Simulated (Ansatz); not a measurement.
Geometry optimisation, DFT PBEsol, scalar-relativistic, plane waves, PAW in Ansatz 0.2.0.

Input:

```yaml
crystal:
  lattice:
    - [10.47, 0.0, 0.0]
    - [5.235, 7.403408, 0.0]
    - [0.0, 0.0, 17.935605]
  atoms:
    - { symbol: Li, position: [0.0, 0.0, 0.05575502] }
    - { symbol: Li, position: [0.33333333, 0.0, 0.05575502] }
    - { symbol: Li, position: [0.66666667, 0.0, 0.05575502] }
    - { symbol: Li, position: [0.0, 0.33333333, 0.05575502] }
    - { symbol: Li, position: [0.33333333, 0.33333333, 0.05575502] }
    - { symbol: Li, position: [0.66666667, 0.33333333, 0.05575502] }
    - { symbol: Li, position: [0.0, 0.66666667, 0.05575502] }
    - { symbol: Li, position: [0.33333333, 0.66666667, 0.05575502] }
    - { symbol: Li, position: [0.66666667, 0.66666667, 0.05575502] }
    - { symbol: Li, position: [-0.16666667, 0.33333333, 0.1933474] }
    - { symbol: Li, position: [0.16666667, 0.33333333, 0.1933474] }
    - { symbol: Li, position: [0.5, 0.33333333, 0.1933474] }
    - { symbol: Li, position: [-0.16666667, 0.66666667, 0.1933474] }
    - { symbol: Li, position: [0.16666667, 0.66666667, 0.1933474] }
    - { symbol: Li, position: [0.5, 0.66666667, 0.1933474] }
    - { symbol: Li, position: [-0.16666667, 1.0, 0.1933474] }
    - { symbol: Li, position: [0.16666667, 1.0, 0.1933474] }
    - { symbol: Li, position: [0.5, 1.0, 0.1933474] }
    - { symbol: Li, position: [0.0, 0.0, 0.33093979] }
    - { symbol: Li, position: [0.33333333, 0.0, 0.33093979] }
    - { symbol: Li, position: [0.66666667, 0.0, 0.33093979] }
    - { symbol: Li, position: [0.0, 0.33333333, 0.33093979] }
    - { symbol: Li, position: [0.33333333, 0.33333333, 0.33093979] }
    - { symbol: Li, position: [0.66666667, 0.33333333, 0.33093979] }
    - { symbol: Li, position: [0.0, 0.66666667, 0.33093979] }
    - { symbol: Li, position: [0.33333333, 0.66666667, 0.33093979] }
    - { symbol: Li, position: [0.66666667, 0.66666667, 0.33093979] }
    - { symbol: Li, position: [0.44444444, 0.77777778, 0.44579513] }
basis:
  ecutwfc: 420.0
kpoints:
  mp_grid: { grid: [2, 2, 1] }
hamiltonian:
  xc: pbesol
scf:
  occupations: { method: gaussian, width: 0.1 }
  lower_state_search: "off"
relax:
  f_tol: 0.03
  max_steps: 60
  adjacent_minimum: "off"
  constraints: [{ sites: [0, 1, 2, 3, 4, 5, 6, 7, 8] }]
```

Run as:

```bash
$ ansatz run input.yaml --threads 2 --pin off --max-ram 5120MiB --backend cpu --events-out ev --progress --plain --runs-dir out
```

Task: Where does it end, and by what steps?

Result: The run converged. The force dipped under the threshold on the way, but the program's further checks kept it going. Limits of this set-up: coarse k mesh, thin slab, slab without dipole correction, a typed lattice constant that wasn't relaxed here. After 11 steps the energy has fallen by 0.282 eV; Li28 moved furthest, 0.69 Å. Joined: Li4–Li13 (3.49 → 3.01 Å), Li5–Li14 (3.49 → 3.01 Å), Li6–Li15 (3.49 → 2.99 Å), Li16–Li25 (3.49 → 3.04 Å), Li17–Li26 (3.49 → 3.02 Å), Li18–Li27 (3.49 → 3.02 Å).

```json
{"step": "0", "energy less start (eV)": "0.0000", "largest force component (eV/Å)": "0.399", "accepted": "yes"}
{"step": "1", "energy less start (eV)": "-0.1396", "largest force component (eV/Å)": "0.114", "accepted": "yes"}
{"step": "2", "energy less start (eV)": "-0.2026", "largest force component (eV/Å)": "0.035", "accepted": "yes"}
{"step": "3", "energy less start (eV)": "-0.2130", "largest force component (eV/Å)": "0.049", "accepted": "yes"}
{"step": "4", "energy less start (eV)": "-0.2234", "largest force component (eV/Å)": "0.019", "accepted": "yes"}
{"step": "5", "energy less start (eV)": "-0.2380", "largest force component (eV/Å)": "0.032", "accepted": "yes"}
{"step": "6", "energy less start (eV)": "-0.2536", "largest force component (eV/Å)": "0.046", "accepted": "yes"}
{"step": "7", "energy less start (eV)": "-0.2682", "largest force component (eV/Å)": "0.037", "accepted": "yes"}
{"step": "8", "energy less start (eV)": "-0.2763", "largest force component (eV/Å)": "0.034", "accepted": "yes"}
{"step": "9", "energy less start (eV)": "-0.2798", "largest force component (eV/Å)": "0.021", "accepted": "yes"}
{"step": "10", "energy less start (eV)": "-0.2822", "largest force component (eV/Å)": "0.015", "accepted": "yes"}
{"step": "11", "energy less start (eV)": "-0.2822", "largest force component (eV/Å)": "0.028", "accepted": "yes"}
```

```xyz
28
Lattice="10.4700 0.0000 0.0000 5.2350 7.4034 0.0000 0.0000 0.0000 17.9356" Properties=species:S:1:pos:R:3
Li 0.000 0.000 1.000
Li 3.490 0.000 1.000
Li 6.980 0.000 1.000
Li 1.745 2.468 1.000
Li 5.235 2.468 1.000
Li 8.725 2.468 1.000
Li 3.490 4.936 1.000
Li 6.980 4.936 1.000
Li 10.470 4.936 1.000
Li -0.009 2.016 3.381
Li 3.490 1.991 3.407
Li 6.989 2.016 3.381
Li 1.767 4.435 3.283
Li 5.213 4.435 3.283
Li 8.725 4.463 3.233
Li 3.490 6.941 3.388
Li 6.943 6.984 3.304
Li 10.507 6.984 3.304
Li 0.046 -0.037 5.798
Li 3.490 -0.088 5.705
Li 6.934 -0.037 5.798
Li 1.722 2.467 5.800
Li 5.258 2.467 5.800
Li 8.725 2.534 5.774
Li 3.490 4.911 5.655
Li 6.993 4.906 5.493
Li 10.457 4.906 5.493
Li 8.725 5.080 7.854
```

Whether the end is a true minimum wasn't checked by a vibrational analysis.

The run took 55 s on 2 threads of AMD EPYC 7B13 (Zen 3) (shared host), peak memory 1.7 GiB.
